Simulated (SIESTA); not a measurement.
Bi2Te3 (Tellurobismuthite):

```
Bi Te
1.0
     2.19300    1.26613   10.16567
    -2.19300    1.26613   10.16567
     0.00000   -2.53226   10.16567
Bi Te
2 3
Cartesian
  0.0000 0.0000 18.2982
  0.0000 0.0000 12.1988
  0.0000 0.0000 24.1079
  0.0000 0.0000 6.3891
  0.0000 0.0000 0.0000
```

Base run:

```yaml
Program: SIESTA 5.4.2
Functional: OLYP
Potentials_or_basis: PseudoDojo 0.4 standard (PBE files)
Basis: DZP (energy shift 0.002 Ry)
Grid_cutoff: 500 Ry
Energy_shift: 0.002 Ry
k_mesh: 7 × 7 × 7
Occupations: fermi-dirac, width 0.05 eV
Spin: no spin polarisation
```

Its results: band gap on the k mesh 0.36 eV, direct; pressure 3.8 GPa; largest force 0.087 eV/Å.

**Question.** After a change of settings the same cell gave: band gap on the k mesh 0.18 eV, direct; pressure -0.7 GPa; largest force 0.107 eV/Å. Which change was it?
A. functional from OLYP to LDA; potentials or basis from PseudoDojo 0.4 standard (PBE files) to PseudoDojo 0.4 standard (LDA files)
B. functional from OLYP to RPBE
C. functional from OLYP to PBE; basis from DZP (energy shift 0.002 Ry) to TZP (energy shift 0.002 Ry)
D. functional from OLYP to PBE; potentials or basis from PseudoDojo 0.4 standard (PBE files) to SG15 1.2 (PBE files) or PseudoDojo by element

**Answer.** A.

Caveats: semicore shells carry a single zeta, which can move pressures by several GPa and volumes by a few percent; spin-orbit coupling is left out, which as a rule narrows the gap of such compounds by several tenths of an eV; the basis of atomic orbitals isn't converged, which shifts pressures, moduli and gaps; the potentials were made for another functional, which shifts forces and pressure (some runs).

Not every run made on this cell is shown here.
